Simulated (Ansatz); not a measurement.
The system is HfIn4SiO6.

```
CELL_PARAMETERS angstrom
2.71585 -4.70357 0.00833
2.71585 4.70357 0.00833
-1.87915 0.00000 7.40127
ATOMIC_POSITIONS crystal
Hf 0.78835 0.21165 0.00000
In 0.62175 0.37825 0.50000
In 0.45502 0.54498 0.00000
In 0.28407 0.71593 0.50000
In 0.95814 0.04186 0.50000
Si 0.12168 0.87832 0.00000
O 0.06219 0.11415 0.86666
O 0.88585 0.93781 0.13334
O 0.79490 0.53784 0.86663
O 0.46216 0.20510 0.13337
O 0.15352 0.62879 0.13333
O 0.37121 0.84648 0.86667
```

The cell was built by a generator and needn't be a form met in nature.

Base run:

- Program: Ansatz 0.2.0
- Functional: RPBE
- Potentials or basis: Ansatz PAW
- Cutoff: 420 eV (not typed: the program's choice for these potentials)
- k mesh: 6 × 6 × 4
- Occupations: fermi-dirac, width 0.05 eV
- Spin: no spin polarisation

Its results: band gap on the k mesh none (metal or under the smearing width); pressure 3.1 GPa; largest force 0.148 eV/Å.

Problem. The run is repeated on the same cell with these changes: functional from RPBE to PBE. What comes out?

Solution. Band gap on the k mesh none (metal or under the smearing width); pressure 0.0 GPa; largest force 0.013 eV/Å.

PBE binds more tightly than RPBE, so the same cell stands under less pressure.

Caveats: spin-orbit coupling is left out, which moves the levels of the heavy elements (some runs); the PAW data sets come from PBE, with cores solved anew for the run's functional, which leaves a small shift of forces and pressure (some runs).
